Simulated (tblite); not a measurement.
# C3H9BrSi2: the cost of one run

The runs use tblite 0.8.0 and PySCF 2.14.0, with density-fitted response routines of our own; the level of theory stands in each step. All values are computed, except where a source is named. Atoms count from 0, in the outputs and in this text.

### Step 1. The molecule as given

15 atoms, charge 0, multiplicity 1; geometry from: force field or distance geometry start.

Bonds of the start (Å): C0–Si1 1.84, Si1–Br2 2.18, Si1–C3 1.87, C3–Si4 1.92, Si4–C5 1.89, C5–Si1 1.89, C0–H6 1.09, C0–H7 1.09, C0–H8 1.09, C3–H9 1.08, C3–H10 1.09, Si4–H11 1.48, Si4–H12 1.48, C5–H13 1.10, C5–H14 1.10.

### Step 2. Optimising the geometry with GFN2-xTB

The job: settings as JSON, then the geometry in Å.

```
{"job": {"kind": "relax", "xc": "GFN2-xTB", "basis": "xTB"}, "charge": 0, "multiplicity": 1}
C      1.887700     0.719000     0.340800
Si     0.089300     0.883100    -0.001400
Br    -0.537800     2.967500    -0.125600
C     -0.505900    -0.142300    -1.453400
Si    -0.971500    -1.482600    -0.162000
C     -0.995800    -0.128100     1.163000
H      2.156600     1.207000     1.281300
H      2.206000    -0.317800     0.414600
H      2.483000     1.185800    -0.445700
H      0.254600    -0.455200    -2.158300
H     -1.374700     0.257800    -1.970600
H      0.123800    -2.459700     0.044800
H     -2.297100    -2.104900    -0.399900
H     -0.532800    -0.418100     2.112400
H     -1.989800     0.296600     1.338100
```

On the command line:

```sh
$ OMP_NUM_THREADS=1 python probes_run.py task.json out
```

One launch serves the whole session: the jobs run in the order shown.

Q: Estimate the wall time and peak memory of this first job on 1 thread of Intel Xeon at 2.50GHz, shared host.

About 2 s, with a peak of 0.18 GiB.
